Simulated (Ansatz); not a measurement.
# GaH4N: the cost of one run

Method: RKS BHLYP/def2-mTZVP, in Ansatz 0.2.0.

### 1 Starting point

Bond lengths: Ga1–H2 1.570 Å, Ga1–N3 1.930 Å, N3–H4 1.060 Å, N3–H5 1.060 Å, Ga1–H6 1.570 Å. Angles: H2–Ga1–N3 120.0°, H2–Ga1–H6 120.0°, N3–Ga1–H6 120.0°, Ga1–N3–H4 120.0°, Ga1–N3–H5 120.0°, H4–N3–H5 120.0°.

Coordinates:

```xyz
6

Ga    0.0000    0.0000    0.0000
H     0.0000    0.0000    1.5700
N     1.6714    0.0000   -0.9650
H     2.1380   -0.9179   -1.2168
H     2.1227    0.9179   -1.2432
H    -1.3596    0.0000   -0.7850
```

### 2 Preparing the start

The input, input.yaml:

```yaml
crystal:
  periodic: [false, false, false]
  atoms:
    - { symbol: Ga, position_ang: [0.0, 0.0, 0.0] }
    - { symbol: H, position_ang: [0.0, 0.0, 1.57] }
    - { symbol: "N", position_ang: [1.6714, 0.0, -0.965] }
    - { symbol: H, position_ang: [2.138, -0.9179, -1.2168] }
    - { symbol: H, position_ang: [2.1227, 0.9179, -1.2432] }
    - { symbol: H, position_ang: [-1.3596, 0.0, -0.785] }
basis:
  gaussian: { orbitals: def2-mTZVP }
hamiltonian:
  xc: { name: BHLYP }
relax:
  f_tol: 0.02
  max_steps: 40
```

Launch:

```console
ansatz run input.yaml --threads 2 --pin off --max-ram 3072MiB --backend cpu --events-out ev --progress --plain --runs-dir out
```

**Question.** How long does this run take on 2 threads of Arm Neoverse V1, shared host, and how much memory does it need?

About 11 s, with a peak of 0.12 GiB.
